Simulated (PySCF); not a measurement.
# C2H8GeO: the cost of one run

Computed with PySCF 2.14.0, with density-fitted response routines of our own, on a single molecule in the gas phase. Atoms are numbered from 0 throughout.

**1. The starting structure**

12 atoms, charge 0, multiplicity 1; geometry from: GFN2-xTB. The atoms were then displaced at random by about 0.01 Å, so the start is not that level's minimum.

Bonds of the start (Å): C0–C1 1.50, C1–O2 1.40, O2–Ge3 1.78, C0–H4 1.11, C0–H5 1.07, C0–H6 1.11, C1–H7 1.08, C1–H8 1.08, Ge3–H9 1.48, Ge3–H10 1.51, Ge3–H11 1.48.

**2. Geometry optimisation at PBE0-D3(BJ)/def2-SVP**

What the job is given:

```
{"job": {"xc": "PBE0", "basis": "def2-SVP", "d3": "d3bj", "grid": 1, "shake": 0.01, "kind": "geom"}, "charge": 0, "multiplicity": 1}
C     -1.697880     0.687160     0.590760
C     -0.697530     0.025960    -0.306030
O      0.535260     0.031890     0.354290
Ge     2.086600    -0.623140    -0.233940
H     -2.691630     0.717060     0.087070
H     -1.801750     0.185690     1.528690
H     -1.397600     1.731750     0.791560
H     -0.989930    -0.994270    -0.521100
H     -0.613880     0.568350    -1.240990
H      2.450370     0.054960    -1.500800
H      1.900320    -2.104960    -0.475880
H      2.957340    -0.308750     0.917360
```

On the command line:

```
$ OMP_NUM_THREADS=1 python probes_run.py task.json out
```

This one command runs all jobs of the session in turn.

**Question.** How long does this first job take on 1 thread of Arm Neoverse V1, shared host, and how much memory does it need?

About 27 s, with a peak of 0.46 GiB.
